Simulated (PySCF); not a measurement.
# C₃H₁₂O₂Si₂: magnetic properties

Aim: compute the magnetic properties of C₃H₁₂O₂Si₂ (`CC(C)O[SiH2]O[SiH3]`).

Programs: PySCF 2.14.0, with routines of our own; each step states its level. All values are computed. Atoms count from 0.

## 1. The system as given

19 atoms, charge 0, multiplicity 1; geometry from: GFN2-xTB.

## 2. Magnetic properties: GIAO CAM-B3LYP/pcSseg-1

The job: settings as JSON, then the geometry in Å.

```
{"job": {"kind": "mag", "xc": "CAM-B3LYP", "basis": "pcSseg-1", "isotopologues": 2}, "charge": 0, "multiplicity": 1}
C     -2.015382    -0.173830     1.378940
C     -1.496985     0.139682    -0.021361
C     -1.945754    -0.908519    -1.035365
O     -0.092330     0.167066     0.008314
Si     0.924169     1.355975    -0.375419
O      2.401246     0.736668    -0.212035
Si     3.521161    -0.394154     0.068524
H     -1.636391    -1.139507     1.702988
H     -3.101559    -0.197652     1.380744
H     -1.675281     0.585170     2.078621
H     -1.873383     1.124437    -0.332354
H     -1.552484    -0.661382    -2.017994
H     -1.566423    -1.885414    -0.746445
H     -3.030486    -0.944914    -1.085482
H      0.836080     2.478389     0.557447
H      0.795164     1.765973    -1.773312
H      3.261095    -1.555597    -0.782502
H      4.771225     0.276042    -0.284708
H      3.466513    -0.759182     1.483939
```

Method: GIAO CAM-B3LYP/pcSseg-1 magnetisability, rotational g tensor and spin-rotation constants, non-relativistic, gas phase.

Run with:

```bash
> OMP_NUM_THREADS=1 python excited_run.py task.json out
```

One launch serves the whole session: the jobs run in the order shown.

Output:

```text
coarse grid: 16120 points
cycle   1  E = -850.6806789497  dE =  8.080e-01  |g| = 1.027e+00  |ddm| = 3.718e+00
cycle   2  E = -850.5538915825  dE =  1.268e-01  |g| = 1.350e+00  |ddm| = 1.591e+00
cycle   3  E = -850.8647941762  dE = -3.109e-01  |g| = 7.406e-02  |ddm| = 9.868e-01
cycle   4  E = -850.8657179356  dE = -9.238e-04  |g| = 3.495e-02  |ddm| = 7.831e-02
cycle   5  E = -850.8659913959  dE = -2.735e-04  |g| = 4.822e-03  |ddm| = 2.739e-02
cycle   6  E = -850.8659955973  dE = -4.201e-06  |g| = 1.792e-03  |ddm| = 5.655e-03
final grid: 144360 points
cycle   7  E = -850.9362239288  dE = -2.469e-05  |g| = 4.812e-03  |ddm| = 1.339e-02
cycle   8  E = -850.9362234940  dE =  4.348e-07  |g| = 5.231e-03  |ddm| = 6.578e-03
cycle   9  E = -850.9362285906  dE = -5.097e-06  |g| = 6.350e-04  |ddm| = 3.365e-03
cycle  10  E = -850.9362286583  dE = -6.767e-08  |g| = 1.440e-04  |ddm| = 4.649e-04
cycle  11  E = -850.9362286626  dE = -4.263e-09  |g| = 4.058e-05  |ddm| = 1.501e-04
cycle  12  E = -850.9362286629  dE = -2.919e-10  |g| = 1.139e-05  |ddm| = 4.236e-05
converged SCF energy = -850.9362286629

Magnetisability tensor (1e-30 J/T^2)
    -1341.65       45.68      -11.45
       45.68    -1268.34      -11.83
      -11.45      -11.83    -1292.16
isotropic -1300.72   principal values   -1363.95  -1296.62  -1241.58
isotropic susceptibility -78.331 1e-6 cm^3/mol

Inertial axes            a          b          c
rot. const./GHz      3.3971     0.7648     0.7326
chi total           -80.405    -76.542    -78.046
chi diamagnetic    -511.911  -1736.282  -1794.253
chi paramagnetic    431.507   1659.740   1716.207
quadrupole/D A        4.696     -1.324     -3.373
g nuclear            0.6448     0.5864     0.5820
g electronic        -0.6887    -0.5963    -0.5907
g total             -0.0439    -0.0100    -0.0086

Spin-rotation constants (kHz, H = +C I.J)
atom  isotope        aa         bb         cc
  7     1H       -0.362      0.016     -0.082
  8     1H        0.094     -0.091     -0.084
  9     1H       -0.319     -0.060     -0.015
 10     1H       -0.287      0.030     -0.076
 11     1H       -0.294     -0.074     -0.007
 12     1H       -0.363      0.019     -0.085
 13     1H        0.091     -0.090     -0.084
 14     1H       -0.293     -0.025     -0.005
 15     1H       -0.292     -0.044      0.012
 16     1H       -0.282     -0.024     -0.007
 17     1H        0.085     -0.048     -0.063
 18     1H       -0.300     -0.049      0.021
  0    13C*       0.544      0.134      0.103
  1    13C*       0.593      0.194      0.160
  3    17O*      -0.355     -0.077     -0.084
  4   29Si*      -1.891     -0.463     -0.431
  5    17O*      -0.259     -0.056     -0.050
  6   29Si*      -1.918     -0.431     -0.449
* in the singly substituted isotopologue

Isotopologues: g along a, b, c
2H    at 7,8,9,10,11,12    -0.0342    -0.0086    -0.0075
13C   at 0                 -0.0433    -0.0099    -0.0086
```

It took 53 s on 1 thread of Arm Neoverse V1, shared host; peak memory 1 GiB.

From this job:

```csv
quantity,value
magnetisability,-1301·10⁻³⁰ J/T²
molar susceptibility,-78.3·10⁻⁶ cm³/mol
"rotational g (a, b, c)","-0.0439, -0.0100, -0.0086"
```

## 3. Magnetic properties: GIAO X3LYP/3-21G

The job, as its differences from that of step 2:

```diff
@@ -1,2 +1,2 @@
-{"job": {"kind": "mag", "xc": "CAM-B3LYP", "basis": "pcSseg-1", "isotopologues": 2}, "charge": 0, "multiplicity": 1}
+{"job": {"kind": "mag", "xc": "X3LYP", "basis": "3-21G", "scf": {"guess": "sap"}}, "charge": 0, "multiplicity": 1}
 C     -2.015382    -0.173830     1.378940
```

Method: GIAO X3LYP/3-21G magnetisability, rotational g tensor and spin-rotation constants, non-relativistic, gas phase.

Output:

```text
final grid: 144360 points
cycle   1  E = -771.1088342654  dE =  6.863e+01  |g| = 7.331e+00  |ddm| = 3.684e+01
cycle   2  E = -583.6300410143  dE =  1.875e+02  |g| = 1.092e+01  |ddm| = 4.846e+01
cycle   3  E = -829.2385769954  dE = -2.456e+02  |g| = 6.189e+00  |ddm| = 3.186e+01
cycle   4  E = -837.3378947177  dE = -8.099e+00  |g| = 3.956e+00  |ddm| = 1.712e+01
cycle   5  E = -845.4066383180  dE = -8.069e+00  |g| = 2.220e+00  |ddm| = 1.513e+01
cycle   6  E = -846.1261609169  dE = -7.195e-01  |g| = 8.382e-01  |ddm| = 1.570e+00
cycle   7  E = -846.2682637748  dE = -1.421e-01  |g| = 5.433e-01  |ddm| = 1.249e+00
cycle   8  E = -846.3257780867  dE = -5.751e-02  |g| = 1.696e-01  |ddm| = 6.102e-01
cycle   9  E = -846.3306820817  dE = -4.904e-03  |g| = 4.954e-02  |ddm| = 1.856e-01
cycle  10  E = -846.3312241481  dE = -5.421e-04  |g| = 1.548e-02  |ddm| = 6.163e-02
cycle  11  E = -846.3312709239  dE = -4.678e-05  |g| = 5.336e-03  |ddm| = 1.896e-02
cycle  12  E = -846.3312775596  dE = -6.636e-06  |g| = 1.275e-03  |ddm| = 5.925e-03
cycle  13  E = -846.3312779041  dE = -3.445e-07  |g| = 1.784e-04  |ddm| = 1.471e-03
cycle  14  E = -846.3312779137  dE = -9.583e-09  |g| = 4.583e-05  |ddm| = 3.176e-04
cycle  15  E = -846.3312779142  dE = -5.409e-10  |g| = 1.267e-05  |ddm| = 6.375e-05
converged SCF energy = -846.3312779142

Magnetisability tensor (1e-30 J/T^2)
    -1414.80       42.36      -10.65
       42.36    -1339.70       -4.93
      -10.65       -4.93    -1343.62
isotropic -1366.04   principal values   -1434.51  -1346.04  -1317.56
isotropic susceptibility -82.265 1e-6 cm^3/mol

Inertial axes            a          b          c
rot. const./GHz      3.3971     0.7648     0.7326
chi total           -84.837    -80.929    -81.029
chi diamagnetic    -510.884  -1735.773  -1793.588
chi paramagnetic    426.047   1654.844   1712.559
quadrupole/D A        4.198     -0.942     -3.256
g nuclear            0.6448     0.5864     0.5820
g electronic        -0.6800    -0.5946    -0.5894
g total             -0.0352    -0.0082    -0.0074

Spin-rotation constants (kHz, H = +C I.J)
atom  isotope        aa         bb         cc
  7     1H       -0.390      0.013     -0.087
  8     1H        0.076     -0.096     -0.091
  9     1H       -0.349     -0.065     -0.021
 10     1H       -0.321      0.023     -0.079
 11     1H       -0.325     -0.079     -0.013
 12     1H       -0.391      0.015     -0.089
 13     1H        0.072     -0.095     -0.091
 14     1H       -0.301     -0.029     -0.011
 15     1H       -0.300     -0.046      0.005
 16     1H       -0.302     -0.030     -0.013
 17     1H        0.044     -0.054     -0.064
 18     1H       -0.318     -0.054      0.014
  0    13C*       0.421      0.105      0.079
  1    13C*       0.461      0.158      0.129
  3    17O*      -0.294     -0.041     -0.053
  4   29Si*      -1.437     -0.355     -0.331
  5    17O*      -0.225     -0.027      0.007
  6   29Si*      -1.497     -0.338     -0.344
* in the singly substituted isotopologue
```

It took 17 s on 1 thread of Arm Neoverse V1, shared host; peak memory 0.57 GiB.

From this job:

```csv
quantity,value
magnetisability,-1366·10⁻³⁰ J/T²
molar susceptibility,-82.3·10⁻⁶ cm³/mol
"rotational g (a, b, c)","-0.0352, -0.0082, -0.0074"
```

## 4. The levels compared

```csv
level,ξ (10⁻³⁰ J/T²),g(a),g(b),gap (eV),functions,time
GIAO CAM-B3LYP/pcSseg-1,-1301,-0.0439,-0.0100,10.93,193,53 s
GIAO X3LYP/3-21G,-1366,-0.0352,-0.0082,8.32,95,17 s
```

## 5. What came out

| quantity | value |
| --- | --- |
| magnetisability (step 2, GIAO CAM-B3LYP/pcSseg-1) | -1301·10⁻³⁰ J/T² |
| molar susceptibility (step 2, GIAO CAM-B3LYP/pcSseg-1) | -78.3·10⁻⁶ cm³/mol |
| rotational g (a, b, c) (step 2, GIAO CAM-B3LYP/pcSseg-1) | -0.0439, -0.0100, -0.0086 |
| magnetisability over the levels | -1366 to -1301·10⁻³⁰ J/T² |

**Reading.** The magnetisability spreads by 4.9 % over 2 levels, from GIAO X3LYP/3-21G (17 s) to GIAO CAM-B3LYP/pcSseg-1 (53 s); the runs took 17 s to 53 s. Two levels can agree by chance, so this spread shows no convergence. Vibrational averaging and real surroundings are missing from these values.
